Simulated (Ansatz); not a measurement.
# Nudged elastic band run: K8HPt4

Input:

```yaml
crystal:
  lattice:
    - [7.562926, 0.0, 0.0]
    - [0.0, 7.562926, 0.0]
    - [0.0, 0.0, 7.562926]
  atoms:
    - { symbol: K, position: [0.74552327, 0.7566306, 0.74572101] }
    - { symbol: K, position: [0.25233943, 0.26650215, 0.25254285] }
    - { symbol: Pt, position: [-0.00038731, 0.01737553, -0.00018623] }
    - { symbol: K, position: [0.2523605, 0.26650646, 0.74705881] }
    - { symbol: K, position: [0.74551339, 0.75663, 0.25392528] }
    - { symbol: Pt, position: [0.49961625, 0.51331262, -0.00018958] }
    - { symbol: K, position: [0.25374096, 0.75661731, 0.25393928] }
    - { symbol: K, position: [0.74680326, 0.26650605, 0.74701175] }
    - { symbol: Pt, position: [0.49959999, 0.01152206, 0.49980981] }
    - { symbol: K, position: [0.74682679, 0.26650789, 0.25258752] }
    - { symbol: K, position: [0.25373516, 0.75662505, 0.74570304] }
    - { symbol: Pt, position: [-0.00039412, 0.51330974, 0.49981752] }
    - { symbol: H, position: [-0.00051677, 0.22938305, -0.00024805] }
basis:
  ecutwfc: 420.0
kpoints:
  mp_grid: { grid: [2, 2, 2] }
hamiltonian:
  xc: pbesol
scf:
  occupations: { method: fermi_dirac, width: 0.1 }
  lower_state_search: "off"
neb:
  images: 5
  f_tol: 0.05
  initial_path: idpp
  max_iterations: 47
  spring: 10.0
  final_atoms:
    - { symbol: K, position: [0.74357493, 0.75322625, 0.7466184] }
    - { symbol: K, position: [0.23361996, 0.24636897, 0.25347737] }
    - { symbol: Pt, position: [-0.01194276, 8.359e-05, -0.00024087] }
    - { symbol: K, position: [0.23360654, 0.24639434, 0.7460085] }
    - { symbol: K, position: [0.74359337, 0.75325596, 0.25294025] }
    - { symbol: Pt, position: [0.48523198, 0.50007827, -0.00023004] }
    - { symbol: K, position: [0.23361521, 0.75380485, 0.25347083] }
    - { symbol: K, position: [0.74358139, 0.24692272, 0.74660768] }
    - { symbol: Pt, position: [0.48935384, 7.944e-05, 0.49976563] }
    - { symbol: K, position: [0.74360104, 0.24689377, 0.25295025] }
    - { symbol: K, position: [0.23360307, 0.7537802, 0.74601432] }
    - { symbol: Pt, position: [-0.01196364, 0.50008205, 0.49975028] }
    - { symbol: H, position: [0.27338492, 0.50012655, -0.00037046] }
  order_check: true
```

Run as:

```bash
$ ansatz run input.yaml --threads 2 --pin off --max-ram 5120MiB --backend cpu --events-out ev --progress --plain --runs-dir out
```

Output, in part (warnings, iteration lines):

```
NEB end point (image 0): max|allowed force component| = 2.242e-2 eV/Å (the criterion of neb.relax_end_points is 1.000e-2)
NEB end point (image 6): max|allowed force component| = 2.178e-2 eV/Å (the criterion of neb.relax_end_points is 1.000e-2)
NEB iter   1: max|band force component| = 1.645e0 eV/Å  barrier→ = 1.6483 eV  barrier← = 1.6485 eV  Δτ_max = 0.1968 Å  (91 SCF iters)
NEB iter   2: max|band force component| = 1.280e0 eV/Å  barrier→ = 1.5218 eV  barrier← = 1.5220 eV  Δτ_max = 0.1983 Å  (72 SCF iters)
NEB iter   3: max|band force component| = 4.442e-1 eV/Å  barrier→ = 1.4981 eV  barrier← = 1.4983 eV  CI = image 3  Δτ_max = 0.1353 Å  (68 SCF iters)
NEB iter   4: max|band force component| = 8.764e-2 eV/Å  barrier→ = 1.4828 eV  barrier← = 1.4830 eV  CI = image 3  Δτ_max = 0.2000 Å  (64 SCF iters)
NEB iter   5: max|band force component| = 3.082e-1 eV/Å  barrier→ = 1.4039 eV  barrier← = 1.4041 eV  CI = image 3  Δτ_max = 0.1011 Å  (65 SCF iters)
NEB iter   6: max|band force component| = 3.026e-1 eV/Å  barrier→ = 1.3332 eV  barrier← = 1.3334 eV  CI = image 3  Δτ_max = 0.2000 Å  (56 SCF iters)
NEB iter   7: max|band force component| = 4.622e-1 eV/Å  barrier→ = 1.1296 eV  barrier← = 1.1297 eV  CI = image 3  Δτ_max = 0.1021 Å  (55 SCF iters)
NEB iter   8: max|band force component| = 5.053e-1 eV/Å  barrier→ = 1.0078 eV  barrier← = 1.0080 eV  CI = image 3  Δτ_max = 0.2000 Å  (50 SCF iters)
[... lines left out ...]
NEB iter  21: max|band force component| = 3.892e-1 eV/Å  barrier→ = 0.5897 eV  barrier← = 0.5899 eV  CI = image 3  Δτ_max = 0.0587 Å  (51 SCF iters)
NEB iter  22: max|band force component| = 1.018e-1 eV/Å  barrier→ = 0.5723 eV  barrier← = 0.5725 eV  CI = image 3  Δτ_max = 0.0861 Å  (41 SCF iters)
NEB iter  23: max|band force component| = 1.416e-1 eV/Å  barrier→ = 0.5731 eV  barrier← = 0.5733 eV  CI = image 3  Δτ_max = 0.0265 Å  (47 SCF iters)
```

The forces met the threshold. The band force fell under the threshold earlier too, but the program's further tests of the path sent the band on. By the program's own check the climbing image is of a kind that is not told: the force calls were inconclusive, a negative curvature could not be distinguished from the path's own, the only one lies far off the path, or fixed occupations may fill a level only in part (lowest curvatures found: -1.10 and 0.07 eV/Å²). Limits of this set-up: coarse k mesh, odd electron count without spin, a small cell, in which the defect meets its images, a typed lattice constant that wasn't relaxed here.

Final band (atoms are numbered from 1 in the order of the input):

| image | path coordinate (Å) | energy (eV) | Pt3–H13 (Å) | Pt6–H13 (Å) |
| --- | --- | --- | --- | --- |
| 0 | 0.00 | 0.00 | 1.60 | 4.35 |
| 1 | 0.91 | 0.17 | 1.59 | 3.62 |
| 2 | 1.82 | 0.49 | 1.63 | 2.79 |
| 3 | 2.72 | 0.57 | 2.26 | 1.68 |
| 4 | 3.57 | 0.31 | 3.21 | 1.59 |
| 5 | 4.42 | 0.13 | 3.78 | 1.58 |
| 6 | 5.27 | 0.00 | 4.35 | 1.60 |

The run took 41 min on 2 threads of Intel(R) Xeon(R) Platinum 8259CL CPU @ 2.50GHz (Skylake/Cascade Lake), on a shared host, peak memory 1.8 GiB.
